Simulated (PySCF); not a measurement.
# CH8B4S: the cost of one run

The runs use PySCF 2.14.0, with density-fitted response routines of our own; the level of theory stands in each step. All values are computed, except where a source is named. Atoms count from 0, in the outputs and in this text.

### 1 The molecule as given

14 atoms, charge 0, multiplicity 1; geometry from: GFN2-xTB. The atoms were then displaced at random by about 0.01 Å, so the start is not that level's minimum.

Bonds of the start (Å): B0–B1 1.59, B1–C2 1.58, C2–B3 1.61, B3–S4 1.77, S4–B5 1.76, B0–H6 1.19, B0–H7 1.18, B1–H8 1.15, C2–H9 1.10, C2–H10 1.09, B3–H11 1.15, B5–H12 1.17, B5–H13 1.16.

### 2 Geometry optimisation at PBE0-D3(BJ)/def2-SVP

The job: settings as JSON, then the geometry in Å.

```
{"job": {"xc": "PBE0", "basis": "def2-SVP", "d3": "d3bj", "grid": 1, "shake": 0.01, "kind": "geom"}, "charge": 0, "multiplicity": 1}
B     -2.326120     1.350740    -0.281870
B     -1.695050    -0.077980    -0.599680
C     -0.909160    -0.904420     0.499390
B      0.655350    -0.810550     0.115690
S      1.675590     0.384500     0.940470
B      3.250470     0.249340     0.165460
H     -1.736410     2.372300    -0.426010
H     -3.436810     1.526740     0.073570
H     -1.748460    -0.584160    -1.636070
H     -1.082490    -0.529760     1.522170
H     -1.235150    -1.940280     0.451860
H      1.095320    -1.481570    -0.712410
H      3.394280    -0.519120    -0.700290
H      4.091490     0.949120     0.550080
```

On the command line:

```console
> OMP_NUM_THREADS=1 python probes_run.py task.json out
```

One launch serves the whole session: the jobs run in the order shown.

Q: Estimate the wall time and peak memory of this first job on 1 thread of Arm Neoverse V1, shared host.

About 64 s, with a peak of 0.53 GiB.
